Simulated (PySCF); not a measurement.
# CH7BGaN: the cost of one run

The runs use PySCF 2.14.0, with density-fitted response routines of our own; the level of theory stands in each step. All values are computed, except where a source is named. Atoms are numbered from 0 throughout.

## 1. Starting geometry

11 atoms, charge 0, multiplicity 1; geometry from: GFN2-xTB. The atoms were then displaced at random by about 0.01 Å, so the start is not that level's minimum.

Bonds of the start (Å): B0–N1 1.38, N1–C2 1.47, N1–Ga3 1.92, B0–H4 1.20, B0–H5 1.17, C2–H6 1.11, C2–H7 1.07, C2–H8 1.08, Ga3–H9 1.54, Ga3–H10 1.56.

## 2. Relaxing the molecule at PBE0-D3(BJ)/def2-SVP

Job settings and geometry (Å):

```
{"job": {"xc": "PBE0", "basis": "def2-SVP", "d3": "d3bj", "grid": 1, "shake": 0.01, "kind": "geom"}, "charge": 0, "multiplicity": 1}
B     -0.484500     0.601560     1.389530
N     -0.086650     0.077390     0.173710
C     -1.023640    -0.316820    -0.892780
Ga     1.779120    -0.190410    -0.199540
H     -1.646120     0.789830     1.602600
H      0.337400     0.911170     2.158060
H     -0.422720    -0.712820    -1.740420
H     -1.672420    -1.087210    -0.542850
H     -1.596220     0.542680    -1.209740
H      2.844610     0.176990     0.854780
H      2.009250    -0.818190    -1.609020
```

Started as:

```
> OMP_NUM_THREADS=1 python probes_run.py task.json out
```

One launch serves the whole session: the jobs run in the order shown.

**Question.** How long does this first job take on 1 thread of Arm Neoverse V2, shared host, and how much memory does it need?

About 32 s, with a peak of 0.44 GiB.
